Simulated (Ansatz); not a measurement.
# CoW3: the cost of one run

Program: Ansatz 0.2.0. Level of theory: DFT PBEsol, scalar-relativistic, plane waves, PAW. These are calculated values, not measurements.

## 1. The starting structure

The structure is cubic, space group Pm-3m (No. 221). The conventional cell has a = 3.858 Å, b = 3.858 Å, c = 3.858 Å, α = 90.00°, β = 90.00°, γ = 90.00°. Co (site symmetry m-3m) has 12 W at 2.73 Å as nearest neighbours. W (site symmetry 4/mmm) has 4 Co at 2.73 Å and 8 W at 2.73 Å as nearest neighbours.

Coordinates:

```
CELL_PARAMETERS angstrom
3.85824 0.00000 0.00000
0.00000 3.85824 0.00000
0.00000 0.00000 3.85824
ATOMIC_POSITIONS crystal
Co 0.00000 0.00000 0.00000
W 0.00000 0.50000 0.50000
W 0.50000 0.00000 0.50000
W 0.50000 0.50000 0.00000
```

It goes back to an entry of the Materials Project, which need not be the stable form.

This cell was relaxed beforehand with the same method: volume 14.36 Å³/atom, gap on the mesh none (metal).

## 2. The reference cell

Reference values: F = -35861.7145 eV; pressure 0.03 GPa; largest force 0.000 eV/Å; gap on the mesh none (metal). It was computed beforehand with the settings of the runs below.

## 3. The scan: a strain scan

The cell is strained by ε times the Voigt pattern (0, 1, 0, 0, 0, 0) (xx, yy, zz, yz, xz, xy; engineering shear), with fractional coordinates fixed (clamped ions). The stress on the pattern is the sum of the stress components weighted by it, tension positive.

## 4. Point ε = -0.0600

input.yaml

```yaml
crystal:
  lattice:
    - [3.8582449849, 0.0, 0.0]
    - [0.0, 3.6267502858, 0.0]
    - [0.0, 0.0, 3.8582449849]
  atoms:
    - { symbol: Co, position: [0.0, 0.0, 0.0] }
    - { symbol: W, position: [0.0, 0.5, 0.5] }
    - { symbol: W, position: [0.5, 0.0, 0.5] }
    - { symbol: W, position: [0.5, 0.5, 0.0] }
basis:
  ecutwfc: 420
kpoints:
  mp_grid: { grid: [12, 12, 12] }
hamiltonian:
  xc: pbesol
scf:
  occupations: { method: gaussian, width: 0.15 }
output:
  forces: true
  stress: true
  eigenvalues: true
```

Started as:

```
$ ansatz run input.yaml --threads 1 --pin off --max-ram 2560MiB --backend cpu --events-out ev --progress --plain --runs-dir out
```

Q: Estimate wall time and peak memory on 1 thread of Intel Xeon 6975P-C (Granite Rapids), shared host.

About 11 s, with a peak of 0.58 GiB.
